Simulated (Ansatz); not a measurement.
# ZnS: the cost of one run

Method: DFT PBE, scalar-relativistic, plane waves, PAW, in Ansatz 0.2.0.

The COD entry's cell or inner coordinates are ideal or old and differ from later refinements, so a difference from it is no clean test against experiment.

2 further runs of the same task are left out: 2 set aside as unsound or not needed.

## (1) The structure to begin with

The structure is cubic, space group F-43m (No. 216). Conventional cell: a = 5.444 Å, b = 5.444 Å, c = 5.444 Å, α = 90.00°, β = 90.00°, γ = 90.00°. Around Zn (site symmetry -43m) lie 4 S at 2.36 Å. Around S (site symmetry -43m) lie 4 Zn at 2.36 Å.

As a file:

```cif
data_structure
_symmetry_space_group_name_H-M 'P 1'
_symmetry_Int_Tables_number 1
_cell_length_a 3.8492
_cell_length_b 3.8492
_cell_length_c 3.8492
_cell_angle_alpha 60.000
_cell_angle_beta 60.000
_cell_angle_gamma 60.000
_cell_volume 40.33
loop_
_atom_site_label
_atom_site_type_symbol
_atom_site_fract_x
_atom_site_fract_y
_atom_site_fract_z
_atom_site_occupancy
Zn1 Zn 0.25000 0.25000 0.25000 1
S1 S 0.00000 0.00000 0.00000 1
```

It is the result of an earlier relaxation at this level (volume 20.16 Å³/atom; gap on the mesh: 2.01 eV).

## (2) Strained cells: the elastic tensor

Input file input.yaml:

```yaml
crystal:
  lattice:
    - [0.0, 2.7217980437, 2.7217980437]
    - [2.7217980437, 0.0, 2.7217980437]
    - [2.7217980437, 2.7217980437, 0.0]
  atoms:
    - { symbol: Zn, position: [0.25, 0.25, 0.25] }
    - { symbol: S, position: [0.0, 0.0, 0.0] }
basis:
  ecutwfc: 420
kpoints:
  mp_grid: { grid: [10, 10, 10] }
hamiltonian:
  xc: pbe
scf:
  occupations: { method: fixed }
output:
  forces: true
  stress: true
  eigenvalues: true
  polarization: {}
elastic:
  mode: relaxed_ion
  stencil: two_point
```

On the command line:

```sh
> ansatz run input.yaml --threads 1 --pin off --max-ram 2560MiB --backend cpu --events-out ev --progress --plain --runs-dir out
```

What time and memory should one allow on 1 thread of Arm Neoverse V2, shared host?

About 2 min, with a peak of 0.5 GiB.
